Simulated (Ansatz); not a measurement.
# FeGe: the cost of one run

Program: Ansatz 0.2.0. Level of theory: reference: DFT PBE, plane waves, PAW, scalar-relativistic, no spin polarisation. These are calculated values, not measurements.

### 1 The starting structure

The structure is cubic, space group P2_13 (No. 198). Conventional cell: a = 4.663 Å, b = 4.663 Å, c = 4.663 Å, α = 90.00°, β = 90.00°, γ = 90.00°. Ge (site symmetry 3) is surrounded by 7 Fe at 2.37 to 2.63 Å. Fe (site symmetry 3) has 7 Ge at 2.37 to 2.63 Å as nearest neighbours.

Structure file:

```cif
data_structure
_symmetry_space_group_name_H-M 'P2_13'
_symmetry_Int_Tables_number 198
_cell_length_a 4.6635
_cell_length_b 4.6635
_cell_length_c 4.6635
_cell_angle_alpha 90.000
_cell_angle_beta 90.000
_cell_angle_gamma 90.000
_cell_volume 101.42
loop_
_atom_site_label
_atom_site_type_symbol
_atom_site_symmetry_multiplicity
_atom_site_Wyckoff_symbol
_atom_site_fract_x
_atom_site_fract_y
_atom_site_fract_z
_atom_site_occupancy
Ge1 Ge 4 a 0.84200 0.84200 0.84200 1
Fe1 Fe 4 a 0.13500 0.13500 0.13500 1
```

### 2 Baseline

Input file input.yaml:

```yaml
crystal:
  lattice:
    - [4.663492, 0.0, 0.0]
    - [0.0, 4.663492, 0.0]
    - [0.0, 0.0, 4.663492]
  atoms:
    - { symbol: Ge, position: [0.842, 0.842, 0.842] }
    - { symbol: Ge, position: [0.658, 0.158, 0.342] }
    - { symbol: Ge, position: [0.342, 0.658, 0.158] }
    - { symbol: Ge, position: [0.158, 0.342, 0.658] }
    - { symbol: Fe, position: [0.135, 0.135, 0.135] }
    - { symbol: Fe, position: [0.365, 0.865, 0.635] }
    - { symbol: Fe, position: [0.635, 0.365, 0.865] }
    - { symbol: Fe, position: [0.865, 0.635, 0.365] }
  symmetry: { tolerance: 0.0003 }
kpoints:
  mp_grid: { grid: [4, 4, 4], shift: [0, 0, 0] }
magnetization:
  spin_polarized: false
scf:
  occupations: { method: gaussian, width: 0.0321 }
hamiltonian:
  pseudopotentials: { kind: paw }
  xc: pbe
basis:
  ecutwfc: 420
output:
  forces: true
  stress: true
  eigenvalues: true
```

Command:

```console
$ ansatz run input.yaml --threads 1 --pin off --max-ram 2560MiB --backend cpu --events-out ev --progress --plain --runs-dir out
```

**Question.** How long does this run take on 1 thread of Intel Xeon 6975P-C (Granite Rapids), shared host, and how much memory does it need?

About 2.8 s, with a peak of 0.39 GiB.
